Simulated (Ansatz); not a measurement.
**C3H6OSi: an energy map over two coordinates**

A grid of calculations on C3H6OSi, SMILES CC#CO[SiH3], to see where the energy is lowest and how it rises around there.

Computed with Ansatz 0.2.0. Level: RKS r2SCAN-D4/def2-SVP.

## Step 1: Starting geometry

SMILES `CC#CO[SiH3]`, 11 atoms, charge 0, spin multiplicity 1.

Atoms are counted from 1 here; the program's logs count them from 0.

Bond lengths: C1–C2 1.459 Å, C1–H6 1.111 Å, C1–H7 1.111 Å, C1–H8 1.111 Å, C2–C3 1.224 Å, C3–O4 1.311 Å, O4–Si5 1.718 Å, Si5–H9 1.501 Å, Si5–H10 1.495 Å, Si5–H11 1.501 Å. Angles: C2–C1–H6 111.6°, C2–C1–H7 111.9°, C2–C1–H8 111.6°, H6–C1–H7 107.2°, H6–C1–H8 107.0°, H7–C1–H8 107.2°, C1–C2–C3 179.7°, C2–C3–O4 178.4°, C3–O4–Si5 121.0°, O4–Si5–H9 109.3°, O4–Si5–H10 104.3°, O4–Si5–H11 109.3°, H9–Si5–H10 111.6°, H9–Si5–H11 110.4°, H10–Si5–H11 111.6°.

As a file:

```xyz
11
charge 0, multiplicity 1
C    -1.6298   -1.3521    1.4427
C    -0.4604   -0.7635    0.7990
C     0.5238   -0.2726    0.2625
O     1.5997    0.2320   -0.2910
Si    1.4864    1.4250   -1.5222
H    -1.4465   -1.5507    2.5202
H    -1.9187   -2.3177    0.9752
H    -2.5126   -0.6806    1.3809
H     0.7838    2.6349   -0.9791
H     2.9077    1.7256   -1.8763
H     0.7319    0.8629   -2.6914
```

This geometry comes from a loose relaxation at PBE in a small basis, which is not shown.

## Step 3: The grid

- angle C1–C2–C3 (carried through 180): 9 values from 140 to 220 °
- change of the bonds C2–C1, C2–C3, all alike: 9 values from −0.147 to 0.227 Å

Nothing else is relaxed (all other coordinates rigid). Energies count from the relaxed molecule at the same level. Points are written as (first, second).

(The set-up runs are not shown.)

## Step 4: The run at (220°, 0.040 Å)

input.yaml reads:

```yaml
crystal:
  periodic: [false, false, false]
  atoms:
    - { symbol: C, position_ang: [-1.401115, -1.800712, 1.31587] }
    - { symbol: C, position_ang: [-0.462488, -0.758738, 0.794164] }
    - { symbol: C, position_ang: [0.635927, -0.68057, 0.191442] }
    - { symbol: O, position_ang: [1.790606, -0.619634, -0.41268] }
    - { symbol: Si, position_ang: [2.024173, 0.314184, -1.817218] }
    - { symbol: H, position_ang: [-1.131639, -2.107057, 2.340269] }
    - { symbol: H, position_ang: [-1.393972, -2.707166, 0.687809] }
    - { symbol: H, position_ang: [-2.439033, -1.429752, 1.347407] }
    - { symbol: H, position_ang: [1.738302, 1.742731, -1.510868] }
    - { symbol: H, position_ang: [3.449585, 0.106416, -2.170102] }
    - { symbol: H, position_ang: [1.116803, -0.17691, -2.890432] }
basis:
  gaussian: { orbitals: def2-SVP }
hamiltonian:
  xc: r2scan
  dispersion: d4
output:
  forces: true
```

On the command line:

```sh
> ansatz run input.yaml --threads 1 --pin off --max-ram 2560MiB --backend cpu --events-out ev --progress --plain --runs-dir out
```

The session goes on with these runs: all other points of the grid.

Before running it: what results should come out? Wanted: lowest point; highest computed point; largest force on an atom; dipole moment.

**Answer**, as computed:

```
                       quantity                                                                          value
                   lowest point                                                (180°, −0.007 Å), 0.08 kcal/mol
         highest computed point                               (220°, −0.147 Å), 67.0 kcal/mol above the lowest
largest force on an atom (eV/Å)   0.7 at (180°, −0.007 Å) to 25.2 at (220°, −0.147 Å); 0.7 at the lowest point
              dipole moment (D)  1.16 at (200°, −0.147 Å) to 2.83 at (140°, 0.227 Å); 1.39 at the lowest point
        time for the whole task                                               9.2 min on 1 thread, shared host
```

The lowest computed point is at (180°, −0.007 Å), 0.08 kcal/mol from the relaxed molecule at the same level. The grid is coarse, so the true minimum lies between grid points and may sit elsewhere than the lowest one. It is the only kind of minimum in the scanned range. The highest computed point, (220°, −0.147 Å), lies 67.0 kcal/mol above the lowest. Round the minimum the two coordinates are nearly uncoupled.
